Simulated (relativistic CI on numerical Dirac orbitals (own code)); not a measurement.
# V: one ion under different settings

Aim: see what numerical and physical settings do to the SCF, the total energy and the lowest levels of V.

Program: relativistic CI on numerical Dirac orbitals (own code) version 3. Level of theory: Dirac-Coulomb-Breit CI, KLI orbitals optimised for each configuration, model QED (radiative potential, 1s self-energy scaled to tabulated hydrogen-like ionisation energies), numerical settings as typed. These are calculated values, not measurements, unless marked.

## 1. The atom as given

| Item | Value |
| --- | --- |
| ion | V (V I) |
| nuclear charge | 23 |
| electrons | 23 |
| isotope | A = 51 |

## 2. Usual settings

Settings of the run:

```ini
atom V  Z=23  charge=0  electrons=23
nucleus A=51  rms_radius_fm=3.6002
hamiltonian dirac-coulomb  breit=on  qed=on  c_scale=1
orbitals kli  potential=per-configuration
slater_scale 1
correlation none
mixing on
grid step=0.0125 r_max=149
scf mixing=0.4 start=green max_iterations=150 tolerance=2e-08 node_fill=0.05
configurations
  [Ar] 3d3 4s2
end
```

Run with:

```
$ python run_levels.py task.json out
```

One command runs all members of the session, one after another, from task.json.

## 3. Start potential thomas-fermi

Settings: those of step 2 with these lines changed.

```diff
@@ -8,3 +8,3 @@
 grid step=0.0125 r_max=149
-scf mixing=0.4 start=green max_iterations=150 tolerance=2e-08 node_fill=0.05
+scf mixing=0.4 start=thomas-fermi max_iterations=150 tolerance=2e-08 node_fill=0.05
 configurations
```

## 4. Iteration limit 30

Settings: those of step 3 with these lines changed.

```diff
@@ -8,3 +8,3 @@
 grid step=0.0125 r_max=149
-scf mixing=0.4 start=thomas-fermi max_iterations=150 tolerance=2e-08 node_fill=0.05
+scf mixing=0.4 start=green max_iterations=30 tolerance=2e-08 node_fill=0.05
 configurations
```

## 5. QED terms off

Settings of the run:

```ini
atom V  Z=23  charge=0  electrons=23
nucleus A=51  rms_radius_fm=3.6002
hamiltonian dirac-coulomb  breit=on  qed=off  c_scale=1
orbitals kli  potential=per-configuration
slater_scale 1
correlation none
mixing on
grid step=0.0125 r_max=149
scf mixing=0.4 start=green max_iterations=150 tolerance=2e-08 node_fill=0.05
configurations
  [Ar] 3d3 4s2
end
```

## 6. Nuclear radius 3.9602

Settings of the run:

```ini
atom V  Z=23  charge=0  electrons=23
nucleus A=51  rms_radius_fm=3.9602
hamiltonian dirac-coulomb  breit=on  qed=on  c_scale=1
orbitals kli  potential=per-configuration
slater_scale 1
correlation none
mixing on
grid step=0.0125 r_max=149
scf mixing=0.4 start=green max_iterations=150 tolerance=2e-08 node_fill=0.05
configurations
  [Ar] 3d3 4s2
end
```

## 7. Potential mixing 0.001

Settings of the run:

```ini
atom V  Z=23  charge=0  electrons=23
nucleus A=51  rms_radius_fm=3.6002
hamiltonian dirac-coulomb  breit=on  qed=on  c_scale=1
orbitals kli  potential=per-configuration
slater_scale 1
correlation none
mixing on
grid step=0.0125 r_max=149
scf mixing=0.001 start=green max_iterations=62 tolerance=2e-08 node_fill=0.05
configurations
  [Ar] 3d3 4s2
end
```

(Steps that only read results are left out.)

**Question.** What will these runs give? Wanted: lowest level, usual settings; total energy; first excitation.

The runs gave:

| setting | total energy less usual (Ha) | largest shift of a level among the lowest eight of both runs, same label and place (cm⁻¹) | SCF iterations | time | lowest level | kind of change |
| --- | --- | --- | --- | --- | --- | --- |
| usual | 0 | 0 | 11 | 0.053 s | 3d3 4F3/2 | - |
| start potential thomas-fermi | 0 | 0 | 21 | 0.069 s | 3d3 4F3/2 | numerical |
| iteration limit 30 | 0 | 0 | 11 | 0.054 s | 3d3 4F3/2 | numerical |
| QED terms off | -0.205 | 2.79 | 11 | 0.031 s | 3d3 4F3/2 | model term |
| nuclear radius 3.9602 | 0.000429 | 0 | 11 | 0.053 s | 3d3 4F3/2 | unphysical constant |
| potential mixing 0.001 | 0 | 0 | 35 | 0.084 s | 3d3 4F3/2 | extreme, harmless here |

| quantity | value |
| --- | --- |
| lowest level, usual settings | 3d3 4F3/2 |
| total energy | -947.7366 Ha |
| first excitation | 132.0 cm⁻¹ |

In words: Among the runs whose levels can be followed, they move most under «QED terms off» (model term), by up to 2.79 cm⁻¹. No visible change in the result comes from «start potential thomas-fermi» or «iteration limit 30» or «potential mixing 0.001». «Potential mixing 0.001» costs 35 SCF iterations against 11. Only the listed configurations are in the model. Near neutrality, missing correlation can shift configurations against each other by thousands of cm⁻¹.
